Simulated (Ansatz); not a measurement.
# Ge3PdO4: the cost of one run

Method: DFT PBE, scalar-relativistic, plane waves, PAW, in Ansatz 0.2.0.

### 1 The starting structure

It takes space group Im-3m (No. 229, cubic). Conventional cell: a = 5.755 Å, b = 5.755 Å, c = 5.755 Å, α = 90.00°, β = 90.00°, γ = 90.00°. Around Ge (site symmetry 4/mmm) lie 8 O at 2.49 Å. Pd (site symmetry m-3m) is surrounded by 8 O at 2.49 Å. Around O (site symmetry -3m) lie 6 Ge at 2.49 Å and 2 Pd at 2.49 Å.

Coordinates:

```xyz
8
Lattice="-2.8775 2.8775 2.8775 2.8775 -2.8775 2.8775 2.8775 2.8775 -2.8775" Properties=species:S:1:pos:R:3 pbc="T T T"
Ge    2.8775    0.0000    0.0000
Ge    0.0000    2.8775    0.0000
Ge    0.0000    0.0000    2.8775
Pd    0.0000    0.0000    0.0000
O     1.4387    1.4387    1.4387
O     1.4387    1.4387   -1.4387
O     1.4387   -1.4387    1.4387
O    -1.4387    1.4387    1.4387
```

The cell was relaxed beforehand at this level, from an invented guess; it needn't be the stable form of this composition. At a tolerance of 0.05 Å it has space group Im-3m (No. 229); it has 11.91 Å³/atom, an uncorrected energy of -0.16 eV/atom over the elements.

### 2 Electronic structure at the relaxed geometry

File input.yaml:

```yaml
crystal:
  lattice:
    - [-2.8774852547, 2.8774852547, 2.8774852547]
    - [2.8774852547, -2.8774852547, 2.8774852547]
    - [2.8774852547, 2.8774852547, -2.8774852547]
  atoms:
    - { symbol: Ge, position: [0.0, 0.5, 0.5] }
    - { symbol: Ge, position: [0.5, 0.0, 0.5] }
    - { symbol: Ge, position: [0.5, 0.5, 0.0] }
    - { symbol: Pd, position: [0.0, 0.0, 0.0] }
    - { symbol: O, position: [0.5, 0.5, 0.5] }
    - { symbol: O, position: [0.0, 0.0, 0.5] }
    - { symbol: O, position: [0.0, 0.5, 0.0] }
    - { symbol: O, position: [0.5, 0.0, 0.0] }
basis:
  ecutwfc: 420
kpoints:
  mp_grid: { grid: [10, 10, 10] }
  band_path:
    path:
      - [[0.0, 0.0, 0.0], [0.5, -0.5, 0.5], [0.0, 0.0, 0.5], [0.0, 0.0, 0.0], [0.25, 0.25, 0.25], [0.5, -0.5, 0.5]]
      - [[0.25, 0.25, 0.25], [0.0, 0.0, 0.5]]
    npoints: 14
hamiltonian:
  xc: pbe
scf:
  occupations: { method: gaussian, width: 0.1 }
  n_extra_bands: 20
output:
  forces: true
  stress: true
  eigenvalues: true
  populations: true
  dos: { projected: true, de: 0.02, nscf_kmesh: { grid: [12, 12, 12] } }
  bader: true
  write_density: true
  write_potential: true
  elf: true
  volumetric_format: npy
```

On the command line:

```console
> ansatz run input.yaml --threads 1 --pin off --max-ram 2048MiB --backend cpu --events-out ev --progress --plain --runs-dir out
```

What time and memory should one allow on 1 thread of Arm Neoverse V2, shared host?

About 93 s, with a peak of 0.57 GiB.
